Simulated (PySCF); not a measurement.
# C9H12O: excited states, first hyperpolarisability

Aim: compute the excited states, first hyperpolarisability of C9H12O (`CC(C)c1ccc(O)cc1`).

Programs: PySCF 2.14.0, with routines of our own; each step states its level. All values are computed. Atoms count from 0.

## 1. The system as given

22 atoms, charge 0, multiplicity 1; geometry from: GFN2-xTB.

## 2. Optimising the geometry at PBE0-D3(BJ)/def2-SVP

Job settings and geometry (Å):

```
{"job": {"xc": "PBE0", "basis": "def2-SVP", "d3": "d3bj", "grid": 2, "kind": "geom"}, "charge": 0, "multiplicity": 1}
C     -2.210997     1.131826    -0.464390
C     -1.576602    -0.254134    -0.329482
C     -2.148355    -0.997023     0.879853
C     -0.073479    -0.150563    -0.236474
C      0.541312     0.526105     0.808829
C      1.918363     0.617147     0.889314
C      2.715571     0.028249    -0.083698
O      4.076514     0.092155    -0.045480
C      2.113214    -0.651271    -1.136025
C      0.736492    -0.734391    -1.203083
H     -3.285883     1.043174    -0.606396
H     -1.790521     1.658430    -1.318340
H     -2.032189     1.726934     0.427588
H     -1.821325    -0.829392    -1.229488
H     -3.222130    -1.130623     0.768142
H     -1.685015    -1.976497     0.975300
H     -1.966625    -0.440526     1.795775
H     -0.056052     0.992691     1.577851
H      2.379444     1.148528     1.712536
H      4.356474     0.590245     0.731698
H      2.739050    -1.105467    -1.887796
H      0.282331    -1.266213    -2.027082
```

Run with:

```console
> OMP_NUM_THREADS=1 python excited_run.py task.json out
```

One launch serves the whole session: the jobs run in the order shown.

Log:

```text
step   0  E = -424.62673773  max force = 0.015973
step   1  E = -424.62888598  max force = 0.002015
step   2  E = -424.62890219  max force = 0.000884
step   3  E = -424.62890440  max force = 0.000901
step   4  E = -424.62891077  max force = 0.000280
optimisation converged
```

It took 73 s on 1 thread of AMD EPYC 9R14, shared host; peak memory 0.99 GiB.

Along the way:

| step | energy from step 0 (eV) | largest force component (eV/Å) |
| --- | --- | --- |
| 0 | 0.0000 | 0.8214 |
| 1 | -0.0585 | 0.1036 |
| 2 | -0.0589 | 0.0455 |
| 3 | -0.0590 | 0.0463 |
| 4 | -0.0591 | 0.0144 |

Distances of close pairs at the start and the end, largest changes first:

| bond | before (Å) | after (Å) | change (Å) |
| --- | --- | --- | --- |
| C2–H16 | 1.087 | 1.102 | +0.015 |
| C0–H12 | 1.087 | 1.102 | +0.015 |
| C2–H14 | 1.088 | 1.102 | +0.014 |
| C0–H10 | 1.088 | 1.102 | +0.014 |
| C4–H17 | 1.080 | 1.094 | +0.014 |
| C9–H21 | 1.081 | 1.094 | +0.013 |
| C8–H20 | 1.078 | 1.092 | +0.013 |
| C2–H15 | 1.088 | 1.100 | +0.012 |

The next job starts from the end point, and lists it.

| at the end point | value |
| --- | --- |
| point group (found at 0.08 Å tolerance) | Cs |
| rotational constants (GHz, main isotopes) | 3.315, 0.731, 0.688 |
| dipole moment (D) | 1.33 |

## 3. Excited states: TDA CAM-B3LYP/def2-SVPD

Job settings and geometry (Å):

```
{"job": {"kind": "states", "xc": "CAM-B3LYP", "basis": "def2-SVPD", "tda": true, "soc": true, "nstates": 6, "ntriplets": 5, "nquad": 4}, "charge": 0, "multiplicity": 1}
C     -2.615158     1.164039    -0.285102
C     -1.964786    -0.209989    -0.127225
C     -2.552889    -0.970051     1.061190
C     -0.456034    -0.111136    -0.040342
C      0.173170     0.567684     1.008799
C      1.559683     0.659799     1.090208
C      2.361754     0.066669     0.110236
O      3.711453     0.123135     0.136600
C      1.751845    -0.615536    -0.945035
C      0.364752    -0.697380    -1.010109
H     -3.705172     1.071826    -0.414720
H     -2.209215     1.699404    -1.156354
H     -2.439205     1.791874     0.603331
H     -2.191227    -0.791083    -1.037878
H     -3.642060    -1.092558     0.951066
H     -2.102327    -1.969150     1.157597
H     -2.374018    -0.431421     2.005815
H     -0.428716     1.041224     1.789337
H      2.025811     1.197331     1.922421
H      3.990743     0.619987     0.912472
H      2.383766    -1.076320    -1.706669
H     -0.096548    -1.235523    -1.843406
```

With the program's defaults for keys left out, this is: TDA CAM-B3LYP/def2-SVPD excited states, vertical, gas phase, spin-orbit mean-field couplings.

Log:

```text
coarse grid: 18304 points
cycle   1  E = -424.7245808347  dE =  1.704e+00  |g| = 5.979e-01  |ddm| = 1.673e+01
cycle   2  E = -424.7266997994  dE = -2.119e-03  |g| = 6.498e-01  |ddm| = 3.760e+00
cycle   3  E = -424.8037744992  dE = -7.707e-02  |g| = 8.280e-02  |ddm| = 1.820e+00
cycle   4  E = -424.8049443516  dE = -1.170e-03  |g| = 3.589e-02  |ddm| = 3.485e-01
cycle   5  E = -424.8052514597  dE = -3.071e-04  |g| = 5.786e-03  |ddm| = 1.406e-01
cycle   6  E = -424.8052581734  dE = -6.714e-06  |g| = 2.354e-03  |ddm| = 2.848e-02
final grid: 176544 points
cycle   7  E = -424.8973525505  dE = -5.154e-05  |g| = 4.487e-03  |ddm| = 2.577e-01
cycle   8  E = -424.8973508667  dE =  1.684e-06  |g| = 5.196e-03  |ddm| = 3.468e-02
cycle   9  E = -424.8973579660  dE = -7.099e-06  |g| = 6.907e-04  |ddm| = 1.725e-02
cycle  10  E = -424.8973580772  dE = -1.112e-07  |g| = 2.136e-04  |ddm| = 2.722e-03
cycle  11  E = -424.8973580886  dE = -1.139e-08  |g| = 4.373e-05  |ddm| = 1.067e-03
cycle  12  E = -424.8973580891  dE = -4.845e-10  |g| = 1.567e-05  |ddm| = 2.463e-04
converged SCF energy = -424.8973580891

Singlet excitations
state   eV       nm        f     d(h-e)  d(exc)  Lambda  PR(NTO)  |dmu|/D   mu/D   main configurations
  1   5.1674   239.9   0.03550   0.167   2.809   0.673   1.578    0.332    1.307   H->L 0.76, H-1->L+2 0.22
  2   5.8742   211.1   0.00001   2.426   3.887   0.271   1.012   10.276   10.143   H->L+1 0.91
  3   6.1123   202.8   0.08118   0.189   2.880   0.827   1.802    0.484    1.204   H->L+2 0.68, H-1->L 0.28
  4   6.5376   189.6   0.00312   1.363   4.368   0.244   1.029    4.801    4.791   H->L+3 0.81, H->L+5 0.11
  5   6.9755   177.7   0.00001   0.787   4.129   0.234   1.198                     H->L+4 0.78, H->L+7 0.09
  6   7.1066   174.5   0.00233   1.597   4.039   0.224   1.267                     H-1->L+1 0.77, H->L+4 0.10

Triplet excitations (Tamm-Dancoff)
state   eV     d(h-e)  d(exc)  Lambda  PR(NTO)   main configurations
  1   3.9579   0.086   2.554   0.804   1.602   H->L+2 0.57, H-1->L 0.27, H->L 0.11
  2   4.1455   0.161   2.757   0.695   1.018   H->L 0.86, H->L+2 0.08
  3   4.6904   0.118   2.674   0.861   1.762   H-1->L 0.68, H->L+2 0.30
  4   5.5987   0.106   2.669   0.640   1.036   H-1->L+2 0.97
  5   5.7513   2.364   3.796   0.272   1.018   H->L+1 0.88
S1 - T1 = 1.2095 eV

Spin-orbit couplings |<S|Hso|T>| (cm-1)
             T1       T2       T3       T4       T5
S0        0.179    0.069    0.060    0.003   15.078
S1        0.095    0.033    0.044    0.001    1.174
S2        3.567    2.404    2.249    0.246    0.234
S3        0.002    0.052    0.008    0.104    4.073
S4        1.339    1.748    0.956    0.099    0.642
S5        2.405    2.508    0.956    0.774    0.287
S6        0.834    0.370    1.238    3.265    0.157
T1 sublevels (cm-1): 0.000 0.000 0.000   radiative rates (1/s): 0.0266 0.00244 0.0285
```

Run time: 76 s. Hardware: 1 thread of AMD EPYC 9R14, shared host; peak memory 1.3 GiB.

From this job:

| quantity | value |
| --- | --- |
| S1 less T1 | 1.21 eV |

The fields below are evaluated on a grid from the run's orbitals.

Frontier orbitals at CAM-B3LYP/def2-SVPD, with the share of their density that lies nearest to each atom:

| orbital | energy (eV) | lies on |
| --- | --- | --- |
| HOMO | -7.52 | C3, C6 about 21 % each; O7 15 %; C5, C8 about 10 % each |
| LUMO | 0.77 | 4 C atoms about 17 % each |

ELF in a plane through or near 14 of the atoms.

Ten even steps from '0' (0.00) to '9' (1.00):
```
0000000000000000000000000000
0000000000000000000000000000
0000000000000000000000000000
0000000045000010000000000000
0000000599500584000000000000
0000000699814999000000000000
0000330399736999000000000000
0002797034283584000000000000
0001698268282250110000000000
0001543717436965453000000000
0004786626204129164000000000
0003786278457948225000000000
0000220165587521999100000000
0000001999567950999300000000
0000006999129990499200000000
0000003997019991011000000000
0000000461008970000000000000
0000000000000000000000000000
0000000000000000000000000000
0000000000000000000000000000
```
The map spans 13.9 Å across and 10.0 Å up, centred on the molecule. Atoms in the plane (x, y in Å): C1 (1.6, -0.4), C3 (0.1, -0.3), C4 (-0.5, 1.0), C5 (-1.9, 1.1), C6 (-2.7, 0.0), O7 (-4.1, 0.1), C8 (-2.2, -1.3), C9 (-0.8, -1.4), H13 (1.8, -1.5), H17 (0.1, 1.9), H18 (-2.4, 2.1), H19 (-4.4, 1.0), H20 (-2.8, -2.2), H21 (-0.3, -2.4).

log10 of the density (e/Å³) in the same plane.

Values, 10 rows by 14 columns:
```
-4.0 -4.0 -4.0 -4.0 -4.0 -4.0 -4.0 -4.0 -4.0 -4.0 -4.0 -4.0 -4.0 -4.0
-4.0 -4.0 -4.0 -4.0 -3.2 -3.2 -3.5 -3.5 -4.0 -4.0 -4.0 -4.0 -4.0 -4.0
-4.0 -4.0 -3.6 -2.7 -1.4 -1.4 -1.9 -1.6 -2.6 -3.0 -3.6 -4.0 -4.0 -4.0
-4.0 -3.4 -1.9 -1.6 -0.4 -0.1 -0.3  0.1 -1.7 -1.9 -2.5 -3.4 -4.0 -4.0
-4.0 -2.6 -0.5  0.2 -0.1  0.3  0.6 -0.2 -0.9 -0.9 -1.6 -2.5 -3.8 -4.0
-4.0 -2.4 -0.4  0.6  0.6 -0.4 -0.1  1.3  0.5 -0.2 -1.4 -2.3 -3.7 -4.0
-4.0 -3.2 -1.8 -1.3 -0.1  0.4  1.5 -0.4 -0.1 -0.4 -2.0 -3.0 -4.0 -4.0
-4.0 -4.0 -3.2 -1.7  0.0 -0.7  0.0 -0.6 -1.3 -1.4 -2.8 -4.0 -4.0 -4.0
-4.0 -4.0 -4.0 -2.8 -1.9 -2.2 -1.5 -1.8 -2.8 -3.1 -4.0 -4.0 -4.0 -4.0
-4.0 -4.0 -4.0 -4.0 -3.8 -3.9 -3.4 -3.5 -4.0 -4.0 -4.0 -4.0 -4.0 -4.0
```
The map spans 13.9 Å across and 10.0 Å up, centred on the molecule. Atoms in the plane (x, y in Å): C1 (1.6, -0.4), C3 (0.1, -0.3), C4 (-0.5, 1.0), C5 (-1.9, 1.1), C6 (-2.7, 0.0), O7 (-4.1, 0.1), C8 (-2.2, -1.3), C9 (-0.8, -1.4), H13 (1.8, -1.5), H17 (0.1, 1.9), H18 (-2.4, 2.1), H19 (-4.4, 1.0), H20 (-2.8, -2.2), H21 (-0.3, -2.4).

On the surface of density 0.002 e/bohr³ the electrostatic potential runs, from the 1st to the 99th percentile, from -1.17 V near O7 to 2.35 V near H19.

## 4. Excited states: TDDFT CAM-B3LYP/def2-SVPD

Settings changed since step 3:

```diff
@@ -1,2 +1,2 @@
-{"job": {"kind": "states", "xc": "CAM-B3LYP", "basis": "def2-SVPD", "tda": true, "soc": true, "nstates": 6, "ntriplets": 5, "nquad": 4}, "charge": 0, "multiplicity": 1}
+{"job": {"kind": "states", "xc": "CAM-B3LYP", "basis": "def2-SVPD", "tpa": true, "nstates": 8, "nquad": 6, "ntriplets": 0}, "charge": 0, "multiplicity": 1}
 C     -2.615158     1.164039    -0.285102
```

Level: TDDFT CAM-B3LYP/def2-SVPD excited states, vertical, gas phase, two-photon moments by quadratic response.

Log:

```text
coarse grid: 18304 points
cycle   1  E = -424.7245808346  dE =  1.704e+00  |g| = 5.979e-01  |ddm| = 1.673e+01
cycle   2  E = -424.7266997994  dE = -2.119e-03  |g| = 6.498e-01  |ddm| = 3.760e+00
cycle   3  E = -424.8037744992  dE = -7.707e-02  |g| = 8.280e-02  |ddm| = 1.820e+00
cycle   4  E = -424.8049443516  dE = -1.170e-03  |g| = 3.589e-02  |ddm| = 3.485e-01
cycle   5  E = -424.8052514597  dE = -3.071e-04  |g| = 5.786e-03  |ddm| = 1.406e-01
cycle   6  E = -424.8052581734  dE = -6.714e-06  |g| = 2.354e-03  |ddm| = 2.848e-02
final grid: 176544 points
cycle   7  E = -424.8973525505  dE = -5.154e-05  |g| = 4.487e-03  |ddm| = 2.577e-01
cycle   8  E = -424.8973508667  dE =  1.684e-06  |g| = 5.196e-03  |ddm| = 3.468e-02
cycle   9  E = -424.8973579660  dE = -7.099e-06  |g| = 6.907e-04  |ddm| = 1.725e-02
cycle  10  E = -424.8973580772  dE = -1.112e-07  |g| = 2.136e-04  |ddm| = 2.722e-03
cycle  11  E = -424.8973580886  dE = -1.139e-08  |g| = 4.373e-05  |ddm| = 1.067e-03
cycle  12  E = -424.8973580891  dE = -4.810e-10  |g| = 1.567e-05  |ddm| = 2.463e-04
converged SCF energy = -424.8973580891

Singlet excitations
state   eV       nm        f     d(h-e)  d(exc)  Lambda  PR(NTO)  |dmu|/D   mu/D   delta(TPA)   sigma/GM   main configurations
  1   5.0530   245.4   0.03374   0.163   2.797   0.672   1.558    0.379    1.311        1.52      0.014   H->L 0.83, H-1->L+2 0.15
  2   5.8677   211.3   0.00002   2.434   3.891   0.271   1.012   10.282   10.151        1.08      0.014   H->L+1 0.91
  3   5.8864   210.6   0.08460   0.187   2.861   0.821   1.787    0.499    1.220       14.59      0.185   H->L+2 0.74, H-1->L 0.24
  4   6.5343   189.7   0.00262   1.368   4.368   0.244   1.029    4.807    4.793       17.54      0.274   H->L+3 0.81, H->L+5 0.11
  5   6.8805   180.2   0.79330   0.154   2.792   0.829   1.859    0.263    1.149       16.34      0.283   H-1->L 0.73, H->L+2 0.23
  6   6.9726   177.8   0.00003   0.797   4.127   0.235   1.199    2.676    1.581        1.07      0.019   H->L+4 0.77, H->L+7 0.09
  7   6.9910   177.3   0.36039   0.142   2.811   0.625   1.482                                            H-1->L+2 0.81, H->L 0.15
  8   7.1048   174.5   0.00216   1.595   4.042   0.224   1.270                                            H-1->L+1 0.77, H->L+4 0.10
```

Run time: 85 s. Hardware: 1 thread of AMD EPYC 9R14, shared host; peak memory 1.4 GiB.

## 5. First hyperpolarisability: quadratic response CAM-B3LYP/def2-SVPD

Settings changed since step 4:

```diff
@@ -1,2 +1,2 @@
-{"job": {"kind": "states", "xc": "CAM-B3LYP", "basis": "def2-SVPD", "tpa": true, "nstates": 8, "nquad": 6, "ntriplets": 0}, "charge": 0, "multiplicity": 1}
+{"job": {"kind": "beta", "xc": "CAM-B3LYP", "basis": "def2-SVPD"}, "charge": 0, "multiplicity": 1}
 C     -2.615158     1.164039    -0.285102
```

Level: quadratic response CAM-B3LYP/def2-SVPD first hyperpolarisability, Taylor convention, gas phase.

Log:

```text
coarse grid: 18304 points
cycle   1  E = -424.7245808346  dE =  1.704e+00  |g| = 5.979e-01  |ddm| = 1.673e+01
cycle   2  E = -424.7266997994  dE = -2.119e-03  |g| = 6.498e-01  |ddm| = 3.760e+00
cycle   3  E = -424.8037744992  dE = -7.707e-02  |g| = 8.280e-02  |ddm| = 1.820e+00
cycle   4  E = -424.8049443516  dE = -1.170e-03  |g| = 3.589e-02  |ddm| = 3.485e-01
cycle   5  E = -424.8052514597  dE = -3.071e-04  |g| = 5.786e-03  |ddm| = 1.406e-01
cycle   6  E = -424.8052581734  dE = -6.714e-06  |g| = 2.354e-03  |ddm| = 2.848e-02
final grid: 176544 points
cycle   7  E = -424.8973525505  dE = -5.154e-05  |g| = 4.487e-03  |ddm| = 2.577e-01
cycle   8  E = -424.8973508667  dE =  1.684e-06  |g| = 5.196e-03  |ddm| = 3.468e-02
cycle   9  E = -424.8973579660  dE = -7.099e-06  |g| = 6.907e-04  |ddm| = 1.725e-02
cycle  10  E = -424.8973580772  dE = -1.112e-07  |g| = 2.136e-04  |ddm| = 2.722e-03
cycle  11  E = -424.8973580886  dE = -1.139e-08  |g| = 4.373e-05  |ddm| = 1.067e-03
cycle  12  E = -424.8973580891  dE = -4.810e-10  |g| = 1.567e-05  |ddm| = 2.463e-04
converged SCF energy = -424.8973580891

Lowest singlets (eV, f): 5.0530 0.0337  5.8677 0.0000  5.8864 0.0846

First hyperpolarisability (au)
process     nm      |vector|   parallel      HRS      DR
static         -      242.52      -55.3      99.57   5.146
shg       1907.0      253.97      -57.4     104.09   5.174
eope      1907.0      246.23     -55.98          -       -
shg       1064.0      283.05     -62.58     115.52   5.246
eope      1064.0      254.81     -57.55          -       -
```

It took 68 s on 1 thread of AMD EPYC 9R14, shared host; peak memory 1.4 GiB.

## 6. Excited states: TDA CAM-B3LYP/def2-SVPD in methanol

Settings changed since step 5:

```diff
@@ -1,2 +1,2 @@
-{"job": {"kind": "beta", "xc": "CAM-B3LYP", "basis": "def2-SVPD"}, "charge": 0, "multiplicity": 1}
+{"job": {"kind": "states", "xc": "CAM-B3LYP", "basis": "def2-SVPD", "tda": true, "soc": true, "nstates": 6, "ntriplets": 5, "nquad": 4, "solvent": "methanol"}, "charge": 0, "multiplicity": 1}
 C     -2.615158     1.164039    -0.285102
```

Method: TDA CAM-B3LYP/def2-SVPD excited states, vertical, IEF-PCM methanol (non-equilibrium response), spin-orbit mean-field couplings.

Log:

```text
coarse grid: 18304 points
cycle   1  E = -424.7403774759  dE =  1.689e+00  |g| = 5.799e-01  |ddm| = 1.690e+01
cycle   2  E = -424.7453318491  dE = -4.954e-03  |g| = 6.181e-01  |ddm| = 3.034e+00
cycle   3  E = -424.8139631310  dE = -6.863e-02  |g| = 7.757e-02  |ddm| = 1.587e+00
cycle   4  E = -424.8149962277  dE = -1.033e-03  |g| = 3.304e-02  |ddm| = 3.153e-01
cycle   5  E = -424.8152555774  dE = -2.593e-04  |g| = 5.498e-03  |ddm| = 1.195e-01
cycle   6  E = -424.8152619507  dE = -6.373e-06  |g| = 1.825e-03  |ddm| = 2.565e-02
final grid: 176544 points
cycle   7  E = -424.9072690671  dE = -5.276e-05  |g| = 3.723e-03  |ddm| = 2.586e-01
cycle   8  E = -424.9072696137  dE = -5.467e-07  |g| = 3.571e-03  |ddm| = 2.941e-02
cycle   9  E = -424.9072728744  dE = -3.261e-06  |g| = 4.988e-04  |ddm| = 1.141e-02
cycle  10  E = -424.9072729260  dE = -5.167e-08  |g| = 2.247e-04  |ddm| = 2.156e-03
cycle  11  E = -424.9072729382  dE = -1.216e-08  |g| = 3.425e-05  |ddm| = 9.699e-04
cycle  12  E = -424.9072729385  dE = -3.054e-10  |g| = 1.139e-05  |ddm| = 1.934e-04
converged SCF energy = -424.9072729385

Singlet excitations
state   eV       nm        f     d(h-e)  d(exc)  Lambda  PR(NTO)  |dmu|/D   mu/D   main configurations
  1   5.1652   240.0   0.04907   0.170   2.810   0.676   1.527    0.396    1.919   H->L 0.78, H-1->L+1 0.20
  2   6.0841   203.8   0.11147   0.179   2.882   0.825   1.735    0.513    1.833   H->L+1 0.70, H-1->L 0.26
  3   6.1825   200.5   0.00002   1.442   3.830   0.304   1.026    6.940    7.232   H->L+2 0.77, H->L+3 0.16
  4   6.7081   184.8   0.00474   0.565   4.278   0.276   1.057    1.835    3.074   H->L+3 0.68, H->L+2 0.12, H->L+6 0.09
  5   7.1362   173.7   0.00133   0.696   4.146   0.239   1.310                     H->L+4 0.72, H-1->L+2 0.10
  6   7.1897   172.4   1.33834   0.206   2.860   0.825   1.924                     H-1->L 0.66, H->L+1 0.23

Triplet excitations (Tamm-Dancoff)
state   eV     d(h-e)  d(exc)  Lambda  PR(NTO)   main configurations
  1   3.9795   0.078   2.559   0.805   1.611   H->L+1 0.58, H-1->L 0.26, H->L 0.10
  2   4.1694   0.166   2.757   0.697   1.020   H->L 0.87
  3   4.7113   0.113   2.671   0.862   1.745   H-1->L 0.68, H->L+1 0.30
  4   5.6115   0.088   2.667   0.640   1.036   H-1->L+1 0.97
  5   6.0822   1.553   3.757   0.303   1.033   H->L+2 0.71, H->L+3 0.21
S1 - T1 = 1.1857 eV

Spin-orbit couplings |<S|Hso|T>| (cm-1)
             T1       T2       T3       T4       T5
S0        0.174    0.075    0.054    0.006    9.501
S1        0.103    0.033    0.047    0.002    0.491
S2        0.001    0.053    0.006    0.114    2.286
S3        1.922    0.915    1.166    0.211    0.163
S4        2.250    2.105    1.471    0.058    0.040
S5        3.050    2.186    1.483    0.322    0.422
S6        0.064    0.109    0.024    0.040    1.695
T1 sublevels (cm-1): 0.000 0.000 0.000   radiative rates (1/s): 0.0407 0.0224 0.00523
```

Wall time 71 s (1 thread of AMD EPYC 9R14, shared host); peak memory 1.5 GiB.

From this job:

| quantity | value |
| --- | --- |
| S1 less T1 | 1.19 eV |

## 7. Summary of results

| quantity | value |
| --- | --- |
| point group | Cs |
| rotational constants (main isotopes) | 3.32, 0.73, 0.69 GHz |
| S1 less T1 (step 3, TDA CAM-B3LYP/def2-SVPD) | 1.21 eV |
| surface potential, 1st and 99th percentile | -1.17 V and 2.35 V |
| β vector (step 5, quadratic response CAM-B3LYP/def2-SVPD) | static 243, SHG 1907.0 nm 254, SHG 1064.0 nm 283 au |
| S1 less T1 (step 6, TDA CAM-B3LYP/def2-SVPD in methanol) | 1.19 eV |

The optimisation took 4 steps and gained 0.059 eV; among the close pairs (by a distance rule), C2–H16 changed most, from 1.087 to 1.102 Å. In step 3, the number of triplets below S1 is 3, and the largest singlet-triplet spin-orbit coupling is S0–T5, 15.08 cm⁻¹. β grows from 243 au (static) to 283 au for doubling at 1064.0 nm: normal dispersion, which grows as twice the photon energy moves toward the bright states. In step 6, the number of triplets below S1 is 3, and the largest singlet-triplet spin-orbit coupling is S0–T5, 9.50 cm⁻¹. The orbital labels of the leading configurations differ from run to run, so check that S1 and T1 are the same states before comparing rows.
